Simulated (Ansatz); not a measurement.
# CH6BrFSi2: the cost of one run

All numbers below are computed with Ansatz 0.2.0 (RKS PBE-D4/def2-SVP).

### 1 The starting structure

Bond lengths: F1–C2 1.329 Å, C2–Si3 1.820 Å, Si3–Si4 2.318 Å, Si4–Br5 2.163 Å, C2–H6 1.108 Å, C2–H7 1.086 Å, Si3–H8 1.445 Å, Si3–H9 1.505 Å, Si4–H10 1.462 Å, Si4–H11 1.574 Å. Angles (14 of 18 angles, heavy atoms first): F1–C2–Si3 106.6°, C2–Si3–Si4 108.5°, Si3–Si4–Br5 111.6°, F1–C2–H6 108.1°, F1–C2–H7 111.0°, Si3–C2–H6 114.0°, Si3–C2–H7 111.0°, C2–Si3–H8 113.8°, C2–Si3–H9 109.7°, Si4–Si3–H8 112.4°, Si4–Si3–H9 105.4°, Si3–Si4–H10 112.4°, Si3–Si4–H11 108.7°, Br5–Si4–H10 110.5°.

Coordinates:

```xyz
11

F    -1.8909    1.0036   -0.2129
C    -0.7270    1.2600   -0.8012
Si    0.1759   -0.3181   -0.8744
Si    0.5364   -1.0607    1.2918
Br    1.6054    0.4056    2.4692
H    -0.2115    2.0470   -0.2153
H    -0.8756    1.6691   -1.7967
H    -0.4611   -1.3176   -1.7002
H     1.5464   -0.0906   -1.4519
H     1.2250   -2.3493    1.3323
H    -0.8576   -1.3060    1.9798
```

### 2 Relaxing end A

input.yaml

```yaml
crystal:
  periodic: [false, false, false]
  atoms:
    - { symbol: F, position_ang: [-1.8909, 1.0036, -0.2129] }
    - { symbol: C, position_ang: [-0.727, 1.26, -0.8012] }
    - { symbol: Si, position_ang: [0.1759, -0.3181, -0.8744] }
    - { symbol: Si, position_ang: [0.5364, -1.0607, 1.2918] }
    - { symbol: Br, position_ang: [1.6054, 0.4056, 2.4692] }
    - { symbol: H, position_ang: [-0.2115, 2.047, -0.2153] }
    - { symbol: H, position_ang: [-0.8756, 1.6691, -1.7967] }
    - { symbol: H, position_ang: [-0.4611, -1.3176, -1.7002] }
    - { symbol: H, position_ang: [1.5464, -0.0906, -1.4519] }
    - { symbol: H, position_ang: [1.225, -2.3493, 1.3323] }
    - { symbol: H, position_ang: [-0.8576, -1.306, 1.9798] }
basis:
  gaussian: { orbitals: def2-SVP }
hamiltonian:
  xc: pbe
  dispersion: d4
relax:
  f_tol: 0.015
  max_steps: 40
```

Command:

```bash
> ansatz run input.yaml --threads 2 --pin off --max-ram 3072MiB --backend cpu --events-out ev --progress --plain --runs-dir out
```

**Question.** How long does this run take on 2 threads of Arm Neoverse V1, shared host, and how much memory does it need?

About 37 s, with a peak of 0.18 GiB.
